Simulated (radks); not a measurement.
# Valence configurations of Ga³⁺

One table from this session's results is given with a row withheld; the runs are named, their logs left out.

Method: scalar-relativistic Kohn-Sham, r2SCAN, spin-polarised, spherical densities, finite nucleus; open shells are filled with parallel spins first. Code: radks (a radial shooting solver on a logarithmic mesh, Libxc functionals) version 1.

**What is computed**

| Item | Value |
| --- | --- |
| element | gallium (Z = 31) |
| charge | +3 |
| electrons | 28 |
| configuration | [Ar] 3d10 |
| nuclear rms radius | 3.9973 fm |
| others tried | 3d9 4p1; 3d9 4s1; 3d9.5 4p0.5; 3d8 4s1 4p1; 3d6 4s1 4p3; 3d8 4s2; 3d8.5 4s1.5; 3d8 4p2; 3d9 4s0.5 4p0.5 |

The outer shells:

Ga³⁺
```
[Ar] core
3d [↑↓][↑↓][↑↓][↑↓][↑↓]
```

Set-up of the first run:

Input:

```text
Z 31
configuration [Ar] 3d10
relativity scalar-relativistic
functional r2scan,r2scan
spin polarised
nucleus finite rms 3.9973 fm
c 137.035999084
```

Steps of the session up to this table: [Ar] 3d10.

One table of the session follows, with a row left open; its other results are not shown here.

It belongs to the step «[Ar] 3d10». Sizes of the orbitals, from the radial functions (bohr):

| level | <r> | outermost maximum (interpolated) | 90 % within | nodes |
| --- | --- | --- | --- | --- |
| 1s | 0.04861 | 0.0318 | 0.0869 | 0 |
| 2s | ? | ? | ? | ? |
| 2p | 0.1907 | 0.146 | 0.311 | 0 |
| 3s | 0.6513 | 0.564 | 0.975 | 2 |
| 3p | 0.6785 | 0.567 | 1.04 | 1 |
| 3d | 0.7835 | 0.536 | 1.33 | 0 |

Estimate the missing values for 2s.

As computed: <r>: 0.2175; outermost maximum (interpolated): 0.182; 90 % within: 0.337; nodes: 1. In the column «<r>» it lies between 2p (0.1907) and 3s (0.6513).
